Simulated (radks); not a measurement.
# Co in [Ar] 3d6.5 4s2 4p0.5: an all-electron calculation

The task here is to estimate one member of a computed series from the others.

The numbers are computed with radks (a radial shooting solver on a logarithmic mesh, Libxc functionals) version 1 (scalar-relativistic Kohn-Sham, AM05, spin-polarised, spherical densities, point nucleus; open shells are filled with parallel spins first), except any that are marked as measured or tabulated.

**Starting point**

- element: cobalt (Z = 27)
- charge: 0
- electrons: 27
- configuration: [Ar] 3d6.5 4s2 4p0.5

The first run:

Input:

```text
Z 27
configuration [Ar] 3d6.5 4s2 4p0.5
relativity scalar-relativistic
functional am05,am05
spin polarised
nucleus point
c 137.035999084
```

One of the session's tables, all rows but one given; the rest of the session is left out.

It belongs to the step «Shells». From the orbitals of this run (lengths in bohr):

| level | <r> | outermost maximum (interpolated) | 90 % within | nodes |
| --- | --- | --- | --- | --- |
| 1s up | 0.05627 | 0.0368 | 0.100 | 0 |
| 1s down | 0.05627 | 0.0368 | 0.100 | 0 |
| 2s up | 0.2561 | 0.214 | 0.397 | 1 |
| 2s down | 0.2557 | 0.213 | 0.396 | 1 |
| 2p up | 0.2254 | 0.172 | 0.369 | 0 |
| 2p down | 0.2250 | 0.172 | 0.368 | 0 |
| 3s up | ? | ? | ? | ? |
| 3s down | 0.7743 | 0.669 | 1.16 | 2 |
| 3p up | 0.8111 | 0.677 | 1.25 | 1 |
| 3p down | 0.8157 | 0.679 | 1.26 | 1 |
| 3d up | 1.003 | 0.658 | 1.73 | 0 |
| 3d down | 1.055 | 0.666 | 1.86 | 0 |
| 4s up | 2.702 | 2.20 | 4.11 | 3 |
| 4s down | 2.826 | 2.30 | 4.32 | 3 |
| 4p up | 3.837 | 2.92 | 6.09 | 2 |
| 4p down | 4.196 | 3.09 | 6.77 | 2 |

**Question.** Estimate the row for 3s up.

The run gave: <r>: 0.7717; outermost maximum (interpolated): 0.668; 90 % within: 1.16; nodes: 2. In the column «<r>» it lies between 2s up (0.2561) and 3s down (0.7743).
